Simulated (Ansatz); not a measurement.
**HF/STO-3G run of C2H7NSi (SMILES NC1C[SiH2]1)**

Aim: the energy change on altering one bond length of C2H7NSi at HF/STO-3G, from 2 runs. 

The results are computed with Ansatz 0.2.0.

61 further runs of the same task are left out: 61 set aside as unsound or not needed.

### Step 1. Starting point

C2H7NSi: 11 atoms, total charge 0, spin state singlet. As SMILES, `NC1C[SiH2]1`. The coordinates come from a PBE0-D4/def2-TZVP relaxation. This is one conformer, not always the lowest.

Bond lengths: N1–C2 1.437 Å, C2–C3 1.539 Å, C2–Si4 1.862 Å, C3–Si4 1.848 Å, N1–H5 1.011 Å, N1–H6 1.014 Å, C2–H7 1.094 Å, C3–H8 1.085 Å, C3–H9 1.086 Å, Si4–H10 1.479 Å, Si4–H11 1.476 Å. Some angles: N1–C2–C3 114.5°, N1–C2–Si4 118.4°, C3–C2–Si4 65.0°, C2–C3–Si4 65.9°, C2–Si4–C3 49.0°, N1–C2–H7 118.0°, C3–C2–H7 113.0°, Si4–C2–H7 116.4°, C2–N1–H5 111.6°, C2–N1–H6 111.3°.

### Step 2. The energy at HF/STO-3G

Contents of run.yaml:

```yaml
crystal:
  periodic: [false, false, false]
  atoms:
    - {symbol: "N", position_ang: [-1.337200, 0.826100, -0.314200]}
    - {symbol: C, position_ang: [0.048100, 0.587400, -0.015100]}
    - {symbol: C, position_ang: [0.296100, -0.519700, 1.025200]}
    - {symbol: Si, position_ang: [0.845000, -0.955900, -0.685100]}
    - {symbol: H, position_ang: [-1.450400, 1.288300, -1.206000]}
    - {symbol: H, position_ang: [-1.774000, 1.401500, 0.397500]}
    - {symbol: H, position_ang: [0.701400, 1.454200, 0.118600]}
    - {symbol: H, position_ang: [1.025100, -0.311700, 1.801300]}
    - {symbol: H, position_ang: [-0.607900, -0.997000, 1.390600]}
    - {symbol: H, position_ang: [2.288700, -0.939900, -1.005500]}
    - {symbol: H, position_ang: [0.030300, -1.890100, -1.486800]}
basis:
  gaussian: {orbitals: STO-3G}
output: {orbitals: {seedname: orbitals}}
hamiltonian: {xc: hf}
accuracy: high
```

The run is started by

```console
$ ansatz run run.yaml --threads 1 --pin off --max-ram 3480MiB --events-out events.jsonl --progress --plain --runs-dir runs
```

The program printed:

```text
Warning: RAYON_NUM_THREADS=1 ignored (pool sized by the plan → 1); use --threads N
Functional definition: HF
  name "HF"
  exchange = exact_x
  correlation = 0
660 factors; integrals over basis functions are off by at most 2.6e-8 eV
mean field evaluation 1: about -11377.6388 eV, gradient 1.5e1 eV
mean field evaluation 2: about -11377.8125 eV, gradient 1.5e1 eV
mean field evaluation 4: about -11378.6544 eV, gradient 1.0e0 eV
mean field evaluation 8: about -11378.6588 eV, gradient 1.9e-6 eV
mean field -11378.65877463 eV, -418.1579972356 hartree, gradient 1.2e-8 eV, S^2 0.000000; 0 other end points of the search recorded, 0 dependent functions left out
reference -11378.65877463 eV, -418.1579972356 hartree; 20, 20 occupied and 11, 11 virtual orbitals, 660 factors
Total energy: -11378.65877463 eV, -418.1579972356 hartree
```

Run time: 0.28 s. Hardware: 1 thread of Arm Neoverse V2, shared host.

### Step 3. The distorted shape

Contents of job.yaml:

```yaml
crystal:
  periodic: [false, false, false]
  atoms:
    - {symbol: "N", position_ang: [-1.533181, 0.566071, -0.354308]}
    - {symbol: C, position_ang: [-0.147881, 0.327371, -0.055208]}
    - {symbol: C, position_ang: [0.100119, -0.779729, 0.985092]}
    - {symbol: Si, position_ang: [0.649019, -1.215929, -0.725208]}
    - {symbol: H, position_ang: [-1.646381, 1.028271, -1.246108]}
    - {symbol: H, position_ang: [-1.969981, 1.141471, 0.357392]}
    - {symbol: H, position_ang: [0.701400, 1.454200, 0.118600]}
    - {symbol: H, position_ang: [0.829119, -0.571729, 1.761192]}
    - {symbol: H, position_ang: [-0.803881, -1.257029, 1.350492]}
    - {symbol: H, position_ang: [2.092719, -1.199929, -1.045608]}
    - {symbol: H, position_ang: [-0.165681, -2.150129, -1.526908]}
basis:
  gaussian:
    orbitals: STO-3G
total_charge: 0
magnetization:
  spin_polarized: false
hamiltonian:
  xc: hf
accuracy: high
output: {orbitals: {seedname: orbitals}}
```

The run is started by

```console
$ ansatz run job.yaml --threads 1 --pin off --max-ram 3480MiB --events-out events.jsonl --progress --plain --runs-dir runs
```

The program printed:

```text
Warning: RAYON_NUM_THREADS=1 ignored (pool sized by the plan → 1); use --threads N
[... 4 set-up lines as earlier in the session ...]
659 factors; integrals over basis functions are off by at most 2.0e-8 eV
mean field evaluation 1: about -11376.0809 eV, gradient 1.5e1 eV
mean field evaluation 2: about -11376.2474 eV, gradient 1.5e1 eV
mean field evaluation 4: about -11377.1568 eV, gradient 1.2e0 eV
mean field evaluation 8: about -11377.1635 eV, gradient 1.9e-2 eV
mean field -11377.16353426 eV, -418.1030481658 hartree, gradient 1.4e-8 eV, S^2 0.000000; 0 other end points of the search recorded, 0 dependent functions left out
reference -11377.16353426 eV, -418.1030481658 hartree; 20, 20 occupied and 11, 11 virtual orbitals, 659 factors
Total energy: -11377.16353426 eV, -418.1030481658 hartree
```

Wall time 0.28 s (1 thread of Arm Neoverse V2, shared host).

### Step 4. Results

At HF/STO-3G:

```
                                                         quantity          value
                                        first shape: total energy  -418.15800 Eh
                                         first shape: HOMO energy       -6.95 eV
                                         first shape: LUMO energy       10.78 eV
                                       first shape: HOMO–LUMO gap       17.73 eV
                                    distorted shape: total energy  -418.10305 Eh
                                     distorted shape: HOMO energy       -6.79 eV
                                     distorted shape: LUMO energy       10.58 eV
                                   distorted shape: HOMO–LUMO gap       17.37 eV
energy change with the C2–H7 bond stretched from 1.094 to 1.422 Å       1.495 eV
```

In words: With the C2–H7 bond stretched from 1.094 to 1.422 Å the energy rises by 1.50 eV (34 kcal/mol). The first shape isn't relaxed at this level, so the change isn't measured from a minimum. The minimal basis adds a large error of its own.
